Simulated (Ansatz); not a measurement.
What does this script print? It uses Ansatz 0.2.0 through its Python package.

`c2h6fov.py`:
```python
"""Electronic structure of the C2H6FOV molecule."""

import json

import ansatz as az

molecule = (
    az.Crystal.molecule()
    .atom("C", [-1.595, 0.5551, 0.4176])
    .atom("V", [0.2162, 0.4688, -0.6375])
    .atom("C", [1.3518, -1.1145, 0.1849])
    .atom("O", [-0.0061, 0.1581, -2.3403])
    .atom("F", [1.1758, 2.1258, -0.4738])
    .atom("H", [-1.4521, 0.822, 1.4775])
    .atom("H", [-2.2262, 1.4222, -0.0224])
    .atom("H", [-2.1505, -0.3434, 0.2984])
    .atom("H", [2.3548, -1.1722, -0.299])
    .atom("H", [0.8326, -2.0704, 0.122])
    .atom("H", [1.564, -0.9084, 1.293])
)

calculation = (
    molecule.calculation()
    .basis(gaussian="def2-TZVP")
    .functional("CAM-B3LYP")
    .scf(lower_state_search="light")
)
outcome = calculation.run(threads=1)
report = outcome.report

for key in ("converged", "free_energy_ev", "reference_energy_ev", "n_frozen", "n_occupied", "n_virtual"):
    print(f"{key:22s} {report[key]}")

field = report["mean_field"]
print("<S^2> =", round(abs(field["state"]["spin_squared"]), 4), " all-electron relativity setting:", field["relativity"])
print("passes:", field["passes"])
if "symmetry" in field:
    print("occupied orbitals by irrep:", field["symmetry"]["occupied"])
with open("c2h6fov.json", "w") as handle:
    json.dump({k: report[k] for k in ("free_energy_ev", "reference_energy_ev", "n_occupied", "n_virtual")}, handle, indent=1)
```

```console
$ python c2h6fov.py
converged              True
free_energy_ev         -32625.21322567658
reference_energy_ev    -32625.21322567658
n_frozen               0
n_occupied             [29, 29]
n_virtual              [176, 176]
<S^2> = 0.0  all-electron relativity setting: none
passes: {'evaluations': 21, 'products': 20}
occupied orbitals by irrep: [{'A': 29}, {'A': 29}]
```

File `c2h6fov.json` afterwards:
```json
{
 "free_energy_ev": -32625.21322567658,
 "reference_energy_ev": -32625.21322567658,
 "n_occupied": [
  29,
  29
 ],
 "n_virtual": [
  176,
  176
 ]
}
```

The settings weren't tested for convergence. The geometry is a force-field or estimated start, not a minimum of this method, and the basis set is short of its limit. Wall time of the script: 11 s on 1 thread of AMD EPYC 7B13 (Zen 3), with other jobs on the host, peak memory 0.52 GiB.

(Lines on the test bed's own set-up are left out of the output.)
